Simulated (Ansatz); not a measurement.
# ZrB+ (quintet): the correlation ladder, def2-TZVPP

An exercise on one series of results from a longer session: the logs are not shown, and one member is left open.

Program: Ansatz 0.2.0, Gaussian basis. Level of theory: def2-TZVPP, core rule «outside noble gas», up to 5 orbitals frozen. These are calculated values, not measurements.

To be run: UHF; ROHF; CCSD(T) on UHF.

## The system

The geometry is a PBE0/def2-TZVP stationary point (not a proven minimum) of the parent state, kept for this charge and spin. No spin-orbit coupling is included. Elements past krypton take def2 core potentials.

2 atoms, charge 1, spin multiplicity 5.

Atoms are counted from 1 here; the program's logs count them from 0.

Bond lengths: Zr1–B2 2.019 Å.

The first run:

in.yaml reads:

```yaml
crystal:
  periodic: [false, false, false]
  atoms:
    - {symbol: Zr, position_ang: [0.000000, 0.000000, 0.000000]}
    - {symbol: B, position_ang: [0.000000, 0.000000, 2.018882]}
basis:
  gaussian: {orbitals: def2-TZVPP}
total_charge: 1
magnetization: {spin_polarized: true, initial_magnetization: 4}
hamiltonian: {xc: hf}
output: {orbitals: {seedname: orbitals}}
```

The run is started by

```
> ansatz run in.yaml --threads 1 --pin off --events-out ev --progress --plain --max-ram 4096MiB --backend cpu
```

Among the steps run: UHF; ROHF; CCSD(T) on UHF.

One of the session's tables, all rows but one given; the rest of the session is left out.

It belongs to the step «Misses and costs». 

| method | from UCCSD(T) (kcal/mol) |
| --- | --- |
| ROHF | +87.37 |
| UHF | ? |
| UMP2 | +18.13 |
| UCCSD | +4.94 |
| UCCSD(T) | 0 |

Q: Estimate the row for UHF from the others.

**Answer.** from UCCSD(T) (kcal/mol): +84.22. In the column «from UCCSD(T) (kcal/mol)» it lies between UMP2 (+18.13) and ROHF (+87.37).
